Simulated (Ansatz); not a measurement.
I need vertical spin-state energies of C₃H₅AlO, SMILES C1=[CH][AlH][CH2]O1. Use Ansatz's Python interface. Level of theory (for the species named): PBE, def2-SVP basis, multiplicity 1.

```xyz
10

C    -0.8183    0.3603   -1.0111
C    -0.4643   -0.8569   -0.9515
Al    0.8422   -1.0448    0.4176
C     0.6843    0.8774    0.8459
O    -0.3161    1.3193   -0.1448
H    -1.6103    0.7287   -1.7476
H    -0.8382   -1.6392   -1.5687
H     0.8487   -2.2299    1.4752
H     0.1891    1.0066    1.9091
H     1.5660    1.4272    0.7788
```

`spin.py`:
```python
'''Vertical spin-state energies of C3H5AlO.'''

from dataclasses import dataclass
import warnings

import ansatz as az


@dataclass(frozen=True)
class Settings:
    basis: str = 'def2-SVP'
    xc: str = 'pbe'


opts = Settings()

warnings.simplefilter('ignore', az.DeckWarning)

molecule = (
    az.Crystal.molecule()
    .atom('C', (-0.8183, 0.3603, -1.0111))
    .atom('C', (-0.4643, -0.8569, -0.9515))
    .atom('Al', (0.8422, -1.0448, 0.4176))
    .atom('C', (0.6843, 0.8774, 0.8459))
    .atom('O', (-0.3161, 1.3193, -0.1448))
    .atom('H', (-1.6103, 0.7287, -1.7476))
    .atom('H', (-0.8382, -1.6392, -1.5687))
    .atom('H', (0.8487, -2.2299, 1.4752))
    .atom('H', (0.1891, 1.0066, 1.9091))
    .atom('H', (1.566, 1.4272, 0.7788))
)

base = molecule.calculation()
base = base.basis(gaussian=opts.basis)
base = base.functional(opts.xc)
found = {}
for unpaired in [0, 2]:
    r = base.spin('collinear', total=unpaired).run().report
    s = unpaired / 2
    found[unpaired] = r['free_energy_ev']
    print(f'2S+1 = {unpaired + 1}: E = {found[unpaired]:.5f} eV, <S^2> = {abs(r["mean_field"]["state"]["spin_squared"]):.3f} (pure state {s * (s + 1):.2f})')
lowest = min(found, key=found.get)
for unpaired, e in found.items():
    print(f'multiplicity {unpaired + 1}: {(e - found[lowest]):.3f} eV above the lowest')
```

```console
$ python spin.py
2S+1 = 1: E = -11818.20988 eV, <S^2> = 0.000 (pure state 0.00)
2S+1 = 3: E = -11814.93622 eV, <S^2> = 2.003 (pure state 2.00)
multiplicity 1: 0.000 eV above the lowest
multiplicity 3: 3.274 eV above the lowest
```

In order: multiplicity 1 (+0.00 eV) and multiplicity 3 (+3.27 eV), all at the one geometry.

Notes:
- Total energies depend on the basis set; only differences at equal settings carry meaning.
- The geometry is a force-field or estimated start, not a minimum of this method, and the basis set is short of its limit. All parts are taken at fixed geometry, without zero-point energy.
- The whole script took 26 s on 1 thread of Arm Neoverse V1, on a shared host, peak memory 0.29 GiB.
